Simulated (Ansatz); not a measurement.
## Cu, space group Cmcm: a comparison of functionals at one structure

Run with Ansatz 0.2.0, Python API.

The script, `cu_xc.py`:
```python
'''Functional comparison for Cu (totals differ with the potentials too).'''

import ansatz as az
import numpy as np
from tabulate import tabulate

vectors = np.array([
    [1.21846369, -3.97637801, 0.0],
    [1.21846369, 3.97637801, 0.0],
    [0.0, 0.0, 2.47549552],
])
system = (
    az.Lattice.of(vectors)
    .atom('Cu', [0.13386665, 0.86613335, 0.25])
    .atom('Cu', [0.86613335, 0.13386665, 0.75])
)

calculation = (
    system.calculation()
    .occupations(az.OccupationsMethod.COLD)
    .kpoints(13, 13, 12)
)

rows = []
for value in ['pbesol', 'lda', 'blyp']:
    report = calculation.functional(value).run(threads=1, pin='off').report
    rows.append((value, report['free_energy_ev'] / len(report['lattice']['sites']), report['n_iterations'], report['n_kpoints']))

print(tabulate(rows, headers=['functional', 'F/atom (eV)', 'iterations', 'k-points'], floatfmt='.4f', tablefmt='simple'))
```

```console
$ python cu_xc.py
DeckWarning: basis.ecutwfc = 420 eV, auto-derived from the records' recommended cutoffs: set by Cu (normal level)
functional      F/atom (eV)    iterations    k-points
------------  -------------  ------------  ----------
pbesol           -6588.6126             6         343
lda              -6555.5451             6         343
blyp             -6634.0341             7         343
```
(Warnings from the package without file and line.)

Reading the output:
- BLYP can be off by several per cent in the lattices of metals, and by several GPa in the pressure at a fixed cell.
- The mesh is modest for a metal, so energies can be off by several to tens of meV an atom and pressures by half a GPa or more; differences at equal mesh fare better.
- This isn't the structure that Cu takes at ambient conditions.
- Total energies of different functionals can't be compared; pressures, moments and gaps at this one structure can.
- Hardware and time: 20 s on 1 thread of Intel(R) Xeon(R) Processor @ 2.30GHz, with other jobs on the host, peak memory 0.61 GiB.
